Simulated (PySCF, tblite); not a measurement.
**C₅H₉F₂NSi₂: geometry, infrared bands and NMR shifts**

Aim: predict the infrared bands and NMR shifts of C₅H₉F₂NSi₂ (`N#CC[Si@@]1(F)C[C@H](F)C[SiH2]1`).

The runs use tblite 0.8.0 and PySCF 2.14.0, with density-fitted response routines of our own; the level of theory stands in each step. All values are computed, except where a source is named. Atoms are numbered from 0 throughout.

## Step 1: Starting geometry

19 atoms, charge 0, multiplicity 1; geometry from: force field or distance geometry start.

Bonds of the start (Å): N0–C1 1.16, C1–C2 1.47, C2–Si3 1.85, Si3–F4 1.61, Si3–C5 1.89, C5–C6 1.53, C6–F7 1.37, C6–C8 1.54, C8–Si9 1.90, Si9–Si3 2.33, C2–H10 1.09, C2–H11 1.09, C5–H12 1.08, C5–H13 1.09, C6–H14 1.09, C8–H15 1.08, C8–H16 1.09, Si9–H17 1.49, Si9–H18 1.48.

## Step 2: Optimising the geometry with GFN2-xTB

Job settings and geometry (Å):

```
{"job": {"kind": "relax", "xc": "GFN2-xTB", "basis": "xTB"}, "charge": 0, "multiplicity": 1}
N      2.817300    -0.310100    -1.919800
C      2.610100     0.139100    -0.874100
C      2.337500     0.685900     0.464500
Si     0.545200     0.588700     0.895200
F      0.270700     1.298000     2.314300
C     -0.658100     1.240200    -0.406300
C     -1.878000     0.323400    -0.518800
F     -2.669200     0.523600     0.575400
C     -1.489500    -1.168900    -0.578400
Si    -0.272700    -1.590500     0.814800
H      2.646200     1.735200     0.483800
H      2.929600     0.163500     1.212100
H     -0.146600     1.287500    -1.361200
H     -0.959900     2.254300    -0.135700
H     -2.476800     0.602100    -1.391100
H     -1.024000    -1.384000    -1.531000
H     -2.382700    -1.792400    -0.474900
H      0.751400    -2.577200     0.361000
H     -0.960100    -2.009100     2.062700
```

Run with:

```
$ OMP_NUM_THREADS=1 python probes_run.py task.json out
```

The driver reads the jobs from task.json and runs them one after another.

**Question.** This job is followed by: GFN2-xTB harmonic vibrations, gas phase; GIAO PBE0/pcSseg-1 NMR shielding, non-relativistic, gas phase. What will the session give for the following? strongest single infrared mode (GFN2-xTB); zero-point energy (GFN2-xTB); ¹³C shifts against TMS (PBE0/pcSseg-1); ¹H shifts against TMS (PBE0/pcSseg-1); ¹⁵N shifts against NH3 (PBE0/pcSseg-1); ²⁹Si shifts against TMS (PBE0/pcSseg-1); ¹⁹F shifts against CFCl3 (PBE0/pcSseg-1).

**Answer**, as computed:

```
                                 quantity                                                     value
strongest single infrared mode (GFN2-xTB)                                     2242 cm⁻¹, 304 km/mol
             zero-point energy (GFN2-xTB)                                             81.3 kcal/mol
   ¹³C shifts against TMS (PBE0/pcSseg-1)                          120.9, 95.7, 30.7, 24.2, 4.6 ppm
    ¹H shifts against TMS (PBE0/pcSseg-1)  5.83, 4.09, 3.87, 2.16, 2.12, 2.11, 1.83, 1.06, 0.93 ppm
   ¹⁵N shifts against NH3 (PBE0/pcSseg-1)                                                 296.9 ppm
  ²⁹Si shifts against TMS (PBE0/pcSseg-1)                                           55.7, -82.6 ppm
 ¹⁹F shifts against CFCl3 (PBE0/pcSseg-1)                                        -185.1, -197.8 ppm
```

In words: The optimisation took 65 steps and gained 0.311 eV; among the close pairs (by a distance rule), C2–Si3 changed most, from 1.846 to 1.925 Å. All 51 modes are real, so the xTB geometry is a minimum. The strongest single mode, at 2242 cm⁻¹, moves mainly H17. GFN2-xTB is a fitted tight-binding method: band positions and strengths are rough. Its intensities can rank the bands wrongly. C1 (nitrile carbon) lies farthest downfield among carbon, at 120.9 ppm; C≡N carbons fall here, among the sp2 signals but without a proton. H14 (hydrogen on an sp3 CH bonded to F) lies farthest downfield among hydrogen, at 5.83 ppm; its carbon carries F, which withdraws density. At PBE0/pcSseg-1: The widest tensor belongs to N0: span 513 ppm, with a paramagnetic part of -370 ppm.
